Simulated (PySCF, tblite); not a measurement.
# C₅H₁₃B: geometry, infrared bands and NMR shifts

Aim: predict the infrared bands and NMR shifts of C₅H₁₃B (`CCCB(C)C`).

The runs use tblite 0.8.0 and PySCF 2.14.0, with density-fitted response routines of our own; the level of theory stands in each step. All values are computed, except where a source is named. Atoms count from 0, in the outputs and in this text.

### 1 The molecule as given

19 atoms, charge 0, multiplicity 1; geometry from: force field or distance geometry start.

Bonds of the start (Å): C0–C1 1.53, C1–C2 1.49, C2–B3 1.59, B3–C4 1.59, B3–C5 1.59, C0–H6 1.12, C0–H7 1.10, C0–H8 1.10, C1–H9 1.10, C1–H10 1.11, C2–H11 1.13, C2–H12 1.12, C4–H13 1.13, C4–H14 1.09, C4–H15 1.13, C5–H16 1.12, C5–H17 1.10, C5–H18 1.13.

### 2 Geometry optimisation with GFN2-xTB

Job settings and geometry (Å):

```
{"job": {"kind": "relax", "xc": "GFN2-xTB", "basis": "xTB"}, "charge": 0, "multiplicity": 1}
C      2.762500     0.102000    -0.481300
C      1.307000    -0.358800    -0.499000
C      0.350600     0.735000    -0.175700
B     -1.179800     0.296900    -0.186900
C     -1.673400    -0.913100    -1.086900
C     -2.017600     0.519100     1.148100
H      3.373000    -0.789300    -0.775000
H      3.108000     0.458100     0.503300
H      2.891800     0.825200    -1.302400
H      1.085700    -0.719800    -1.512800
H      1.212100    -1.243500     0.167000
H      0.386600     1.519700    -0.988000
H      0.619600     1.261800     0.780700
H     -2.477200    -0.439600    -1.730200
H     -0.885100    -1.302600    -1.729800
H     -2.128300    -1.708500    -0.427800
H     -2.649300    -0.374800     1.386500
H     -1.378900     0.764700     2.007900
H     -2.717100     1.376600     0.940400
```

Started as:

```console
> OMP_NUM_THREADS=1 python probes_run.py task.json out
```

One launch serves the whole session: the jobs run in the order shown.

**Question.** This job is followed by: GFN2-xTB harmonic vibrations, gas phase; GIAO PBE0/pcSseg-1 NMR shielding, non-relativistic, gas phase. Predict these results of the whole session: strongest single infrared mode (GFN2-xTB); zero-point energy (GFN2-xTB); ¹³C shifts against TMS (PBE0/pcSseg-1, means over atoms taken as alike); ¹H shifts against TMS (PBE0/pcSseg-1, means over atoms taken as alike); ¹¹B shifts against BF3·OEt2 (PBE0/pcSseg-1).

As calculated:

| quantity | value |
| --- | --- |
| strongest single infrared mode (GFN2-xTB) | 1181 cm⁻¹, 168 km/mol |
| zero-point energy (GFN2-xTB) | 106.2 kcal/mol |
| ¹³C shifts against TMS (PBE0/pcSseg-1, means over atoms taken as alike) | 37.6, 22.0, 20.7, 15.7 ppm |
| ¹H shifts against TMS (PBE0/pcSseg-1, means over atoms taken as alike) | 1.37, 1.11, 1.09, 0.95 ppm |
| ¹¹B shifts against BF3·OEt2 (PBE0/pcSseg-1) | 90.2 ppm |

In words: Over 132 steps the energy fell by 0.639 eV; of the close pairs, C1–C2 changed most, 1.488 to 1.534 Å. The lowest mode is imaginary (50i cm⁻¹), so the xTB geometry is not a minimum. The strongest single mode, at 1181 cm⁻¹, moves mainly B3. GFN2-xTB is a fitted tight-binding method: band positions and strengths are rough. Its intensities can rank the bands wrongly. At PBE0/pcSseg-1: The widest tensor belongs to B3: span 166 ppm, with a paramagnetic part of -178 ppm.
